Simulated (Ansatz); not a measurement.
# CoPtO2: the cost of one run

Computed with Ansatz 0.2.0 (DFT PBE+U (U_eff = 3.3 eV on Co 3d), scalar-relativistic, plane waves, PAW, unless a step's input says otherwise).

These runs use a low cutoff (300 eV) and a coarse mesh on purpose, to show what cheap settings give: their numbers aren't properties of the material.

### Step 1. Starting point

The structure is trigonal, space group R-3m (No. 166). Conventional cell: a = 2.846 Å, b = 2.846 Å, c = 17.856 Å, α = 90.00°, β = 90.00°, γ = 120.00°. Co (site symmetry -3m) has 6 O at 1.91 Å as nearest neighbours. Around Pt (site symmetry -3m) lie 2 O at 2.00 Å. O (site symmetry 3m) is surrounded by 3 Co at 1.91 Å and 1 Pt at 2.00 Å.

Structure file:

```
CELL_PARAMETERS angstrom
1.42294 0.82154 5.95208
-1.42294 0.82154 5.95208
0.00000 -1.64307 5.95208
ATOMIC_POSITIONS crystal
Co 0.50000 0.50000 0.50000
Pt 0.00000 0.00000 0.00000
O 0.88783 0.88783 0.88783
O 0.11217 0.11217 0.11217
```

An earlier run at PBE+U (U_eff = 3.3 eV on Co 3d) left this cell at 10.437 Å³/atom and 0.00 GPa (8×8×8 mesh).

Volume factors to run: 0.980, 1.020, 0.960, 1.040.

### Step 2. At 0.980 of the relaxed volume

Contents of input.yaml:

```yaml
crystal:
  lattice:
    - [1.4133942316, 0.8160235401, 5.9121308085]
    - [-1.4133942316, 0.8160235401, 5.9121308085]
    - [0.0, -1.6320470801, 5.9121308085]
  atoms:
    - { symbol: Co, position: [0.5, 0.5, 0.5], spin: 0.05 }
    - { symbol: Pt, position: [0.0, 0.0, 0.0], spin: 0.05 }
    - { symbol: O, position: [0.8878292146, 0.8878292146, 0.8878292146] }
    - { symbol: O, position: [0.1121707854, 0.1121707854, 0.1121707854] }
basis:
  ecutwfc: 300
  ecutrho_ratio: 4
kpoints:
  mp_grid: { grid: [8, 8, 8] }
hamiltonian:
  xc: pbe
  hubbard:
    sites:
      - { species: Co, l: d, u_eff: 3.3, starting_ns: start.occupation_matrices }
    ns_hold: { iters: 6 }
scf:
  occupations: { method: gaussian, width: 0.05 }
  lower_state_search: "off"
output:
  forces: true
  stress: true
  eigenvalues: true
  populations: true
magnetization:
  spin_polarized: true
relax:
  f_tol: 0.01
  max_steps: 40
  cell: { stress_tol: 0.1, fix: [volume] }
```

start.occupation_matrices holds the open shells' occupation matrices from the neighbouring geometry.

Started as:

```sh
ansatz run input.yaml --threads 2 --pin off --max-ram 5120MiB --backend cpu --events-out ev --progress --plain --runs-dir out
```

Q: Estimate wall time and peak memory on 2 threads of Arm Neoverse V2, shared host.

About 45 s, with a peak of 0.41 GiB.
